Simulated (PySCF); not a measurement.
# C6H9ClSi: the cost of one run

Computed with PySCF 2.14.0, with density-fitted response routines of our own, on a single molecule in the gas phase. Atoms are numbered from 0 throughout.

## 1. The molecule as given

17 atoms, charge 0, multiplicity 1; geometry from: GFN2-xTB.

Bonds of the start (Å): C0–C1 1.32, C1–C2 1.49, C2–C3 1.56, C3–C4 1.52, C4–Si5 1.87, C4–C6 1.34, C6–Cl7 1.70, C6–C2 1.51, C0–H8 1.08, C0–H9 1.08, C1–H10 1.08, C2–H11 1.09, C3–H12 1.09, C3–H13 1.09, Si5–H14 1.46, Si5–H15 1.47, Si5–H16 1.47.

## 2. Ultraviolet spectrum: PBE0/def2-SVPD

The job: settings as JSON, then the geometry in Å.

```
{"job": {"kind": "uv", "xc": "PBE0", "basis": "def2-SVPD", "nstates": 8, "ntriplets": 3}, "charge": 0, "multiplicity": 1}
C     -2.602781    -1.145781    -1.236948
C     -1.456816    -0.548486    -0.966059
C     -0.772760    -0.608977     0.355035
C      0.762057    -0.874458     0.323277
C      0.949291     0.513292     0.913917
Si     2.470818     1.482078     1.406912
C     -0.371759     0.724487     0.936354
Cl    -1.353523     2.030228     1.419619
H     -3.072249    -1.068092    -2.202684
H     -3.121361    -1.738300    -0.500593
H     -0.953673     0.049678    -1.714518
H     -1.321560    -1.252495     1.045359
H      1.173656    -1.002124    -0.675783
H      1.090879    -1.691567     0.961842
H      2.088956     2.860370     1.701364
H      3.415435     1.435975     0.287950
H      3.068393     0.846200     2.584508
```

With the program's defaults for keys left out, this is: TDDFT PBE0/def2-SVPD, vertical, gas phase, core orbitals frozen in the response.

Command:

```
$ OMP_NUM_THREADS=1 python probes_run.py task.json out
```

This one command runs all jobs of the session in turn.

**Question.** How long does this job take on 1 thread of Arm Neoverse N1, shared host, and how much memory does it need?

About 1.7 min, with a peak of 0.98 GiB.
